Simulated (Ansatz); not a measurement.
# CaC2: the cost of one run

Method: DFT, plane waves, PAW, no spin polarisation, in Ansatz 0.2.0.

### 1 Starting point

The cell holds 24 atoms (C16Ca8): a = 7.800 Å, b = 7.800 Å, c = 7.330 Å, α = 104.09°, β = 104.09°, γ = 64.60°.

As a file:

```xyz
24
Lattice="6.5933 -4.1679 0.0405 6.5933 4.1679 0.0405 -2.1537 0.0000 7.0065" Properties=species:S:1:pos:R:3 pbc="T T T"
Ca    1.6814    1.3454    5.2751
Ca    2.7582   -1.3454    1.7719
C     0.6592   -0.5844    3.9298
C     2.7036   -0.5844    6.6204
C     1.7360    0.5844    0.4266
C     3.7804    0.5844    3.1172
Ca    4.9781    3.4293    5.2954
Ca    6.0549    0.7386    1.7922
C     3.9559    1.4996    3.9501
C     6.0003    1.4996    6.6407
C     5.0327    2.6684    0.4469
C     7.0771    2.6684    3.1375
Ca    4.9781   -0.7386    5.2954
Ca    6.0549   -3.4293    1.7922
C     3.9559   -2.6684    3.9501
C     6.0003   -2.6684    6.6407
C     5.0327   -1.4996    0.4469
C     7.0771   -1.4996    3.1375
Ca    8.2747    1.3454    5.3157
Ca    9.3516   -1.3454    1.8124
C     7.2525   -0.5844    3.9704
C     9.2969   -0.5844    6.6610
C     8.3294    0.5844    0.4671
C    10.3738    0.5844    3.1577
```

### 2 Run 1: PBE

Contents of input.yaml:

```yaml
crystal:
  lattice:
    - [6.5933377818, -4.1679283704, 0.0405482014]
    - [6.5933377818, 4.1679283704, 0.0405482014]
    - [-2.1537100132, 0.0, 7.0064745845]
  atoms:
    - { symbol: Ca, position: [0.0886053221, 0.4113946779, 0.75] }
    - { symbol: Ca, position: [0.4113946779, 0.0886053221, 0.25] }
    - { symbol: C, position: [0.2114349678, 0.0712202884, 0.5592488037] }
    - { symbol: C, position: [0.4287797116, 0.2885650322, 0.9407511963] }
    - { symbol: C, position: [0.0712202884, 0.2114349678, 0.0592488037] }
    - { symbol: C, position: [0.2885650322, 0.4287797116, 0.4407511963] }
    - { symbol: Ca, position: [0.0886053221, 0.9113946779, 0.75] }
    - { symbol: Ca, position: [0.4113946779, 0.5886053221, 0.25] }
    - { symbol: C, position: [0.2114349678, 0.5712202884, 0.5592488037] }
    - { symbol: C, position: [0.4287797116, 0.7885650322, 0.9407511963] }
    - { symbol: C, position: [0.0712202884, 0.7114349678, 0.0592488037] }
    - { symbol: C, position: [0.2885650322, 0.9287797116, 0.4407511963] }
    - { symbol: Ca, position: [0.5886053221, 0.4113946779, 0.75] }
    - { symbol: Ca, position: [0.9113946779, 0.0886053221, 0.25] }
    - { symbol: C, position: [0.7114349678, 0.0712202884, 0.5592488037] }
    - { symbol: C, position: [0.9287797116, 0.2885650322, 0.9407511963] }
    - { symbol: C, position: [0.5712202884, 0.2114349678, 0.0592488037] }
    - { symbol: C, position: [0.7885650322, 0.4287797116, 0.4407511963] }
    - { symbol: Ca, position: [0.5886053221, 0.9113946779, 0.75] }
    - { symbol: Ca, position: [0.9113946779, 0.5886053221, 0.25] }
    - { symbol: C, position: [0.7114349678, 0.5712202884, 0.5592488037] }
    - { symbol: C, position: [0.9287797116, 0.7885650322, 0.9407511963] }
    - { symbol: C, position: [0.5712202884, 0.7114349678, 0.0592488037] }
    - { symbol: C, position: [0.7885650322, 0.9287797116, 0.4407511963] }
kpoints:
  mp_grid: { grid: [2, 2, 2] }
hamiltonian:
  xc: pbe
scf:
  occupations: { method: fermi_dirac, width: 0.19 }
md:
  ensemble: nvt_langevin
  temperature: 2200
  timestep: 1.5
  n_steps: 30
  initial_velocities: maxwell_boltzmann
  seed: 7404
```

On the command line:

```bash
ansatz run input.yaml --threads 4 --pin off --max-ram 4608MiB --backend cpu --events-out ev --progress --plain --runs-dir out
```

Q: Estimate wall time and peak memory on 4 threads of Arm Neoverse N1, shared host.

About 3.8 min, with a peak of 1.3 GiB.
